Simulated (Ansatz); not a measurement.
# CH6AlBO: the cost of one run

Method: RKS PBE0-D4/cc-pVDZ, in Ansatz 0.2.0.

**1. Starting point**

Bond lengths: B1–Al2 2.067 Å, Al2–O3 1.659 Å, O3–C4 1.399 Å, B1–H5 1.177 Å, B1–H6 1.177 Å, Al2–H7 1.561 Å, C4–H8 1.092 Å, C4–H9 1.092 Å, C4–H10 1.093 Å. Angles: B1–Al2–O3 111.1°, B1–Al2–H7 136.2°, O3–Al2–H7 112.7°, Al2–B1–H5 122.2°, Al2–B1–H6 122.5°, H5–B1–H6 113.5°, Al2–O3–C4 178.0°, O3–C4–H8 110.1°, O3–C4–H9 110.1°, O3–C4–H10 109.9°, H8–C4–H9 108.9°, H8–C4–H10 108.9°, H9–C4–H10 108.9°.

As a file:

```xyz
10

B    -2.0015    0.9738   -0.8687
Al   -0.1575    0.1444   -1.2964
O     0.6356   -0.2997    0.0916
C     1.3417   -0.6910    1.2348
H    -2.1237    2.1008   -0.5539
H    -2.9528    0.3175   -0.6442
H     0.6693   -0.1606   -2.5855
H     1.4095   -1.7802    1.2793
H     2.3508   -0.2741    1.2135
H     0.8285   -0.3309    2.1295
```

**2. End point A**

Input file input.yaml:

```yaml
crystal:
  periodic: [false, false, false]
  atoms:
    - { symbol: B, position_ang: [-2.00146, 0.97378, -0.86869] }
    - { symbol: Al, position_ang: [-0.15746, 0.14438, -1.2964] }
    - { symbol: O, position_ang: [0.63563, -0.29972, 0.09162] }
    - { symbol: C, position_ang: [1.34172, -0.69101, 1.23477] }
    - { symbol: H, position_ang: [-2.12372, 2.10081, -0.55388] }
    - { symbol: H, position_ang: [-2.95279, 0.31755, -0.64425] }
    - { symbol: H, position_ang: [0.66926, -0.16058, -2.58548] }
    - { symbol: H, position_ang: [1.40952, -1.78024, 1.27931] }
    - { symbol: H, position_ang: [2.3508, -0.27411, 1.21349] }
    - { symbol: H, position_ang: [0.82851, -0.33086, 2.12953] }
basis:
  gaussian: { orbitals: cc-pVDZ }
hamiltonian:
  xc: pbe0
  dispersion: d4
relax:
  f_tol: 0.015
  max_steps: 40
```

The run is started by

```
> ansatz run input.yaml --threads 1 --pin off --max-ram 2048MiB --backend cpu --events-out ev --progress --plain --runs-dir out
```

Q: Estimate wall time and peak memory on 1 thread of Intel Xeon Platinum 8488C (Sapphire Rapids), shared host.

About 1.7 min, with a peak of 0.19 GiB.
